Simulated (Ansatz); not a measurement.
# SrCd2Sb2: the cost of one run

Computed with Ansatz 0.2.0 (DFT PBEsol, scalar-relativistic, plane waves, PAW, unless a step's input says otherwise).

1 further run of the same task is left out (set aside as unsound or not needed).

## (1) The starting structure

Symmetry: P-3m1, No. 164, trigonal system. The conventional cell has a = 4.701 Å, b = 4.701 Å, c = 7.735 Å, α = 90.00°, β = 90.00°, γ = 120.00°. Sr (site symmetry -3m) has 6 Sb at 3.33 Å in its first shell of neighbours. Cd (site symmetry 3m) is surrounded by 4 Sb at 2.87 to 2.96 Å. Sb (site symmetry 3m) has 4 Cd at 2.87 to 2.96 Å and 3 Sr at 3.33 Å in its first shell of neighbours.

Coordinates:

```
Sr Cd Sb
1.0
     4.70097    0.00000    0.00000
    -2.35048    4.07116    0.00000
     0.00000    0.00000    7.73462
Sr Cd Sb
1 2 2
Direct
  0.00000 0.00000 0.00000
  0.33333 0.66667 0.63178
  0.66667 0.33333 0.36822
  0.33333 0.66667 0.24939
  0.66667 0.33333 0.75061
```

It is the result of an earlier relaxation at this level (volume 29.61 Å³/atom; gap on the mesh: none (metal)).

## (2) Static run: bands, density of states and charges

input.yaml reads:

```yaml
crystal:
  lattice:
    - [4.7009661975, 0.0, 0.0]
    - [-2.3504830988, 4.0711561494, 0.0]
    - [0.0, 0.0, 7.7346199412]
  atoms:
    - { symbol: Sr, position: [0.0, 0.0, 0.0] }
    - { symbol: Cd, position: [0.3333333333, 0.6666666667, 0.6317814952] }
    - { symbol: Cd, position: [0.6666666667, 0.3333333333, 0.3682185048] }
    - { symbol: Sb, position: [0.3333333333, 0.6666666667, 0.2493944469] }
    - { symbol: Sb, position: [0.6666666667, 0.3333333333, 0.7506055531] }
basis:
  ecutwfc: 420
kpoints:
  mp_grid: { grid: [12, 12, 6] }
  band_path:
    path:
      - [[0.0, 0.0, 0.0], [0.5, 0.0, 0.0], [0.33333333, 0.33333333, 0.0], [0.0, 0.0, 0.0], [0.0, 0.0, 0.5], [0.5, 0.0, 0.5], [0.33333333, 0.33333333, 0.5], [0.0, 0.0, 0.5]]
      - [[0.5, 0.0, 0.5], [0.5, 0.0, 0.0]]
      - [[0.33333333, 0.33333333, 0.5], [0.33333333, 0.33333333, 0.0]]
    npoints: 14
hamiltonian:
  xc: pbesol
scf:
  occupations: { method: gaussian, width: 0.1 }
  n_extra_bands: 12
output:
  forces: true
  stress: true
  eigenvalues: true
  populations: true
  dos: { projected: true, de: 0.02, nscf_kmesh: { grid: [18, 18, 9] } }
  bader: true
  write_density: true
  write_potential: true
  elf: true
  volumetric_format: npy
```

Launch:

```
> ansatz run input.yaml --threads 1 --pin off --max-ram 2560MiB --backend cpu --events-out ev --progress --plain --runs-dir out
```

**Question.** How long does this run take on 1 thread of Arm Neoverse V1, shared host, and how much memory does it need?

About 3.9 min, with a peak of 1.4 GiB.
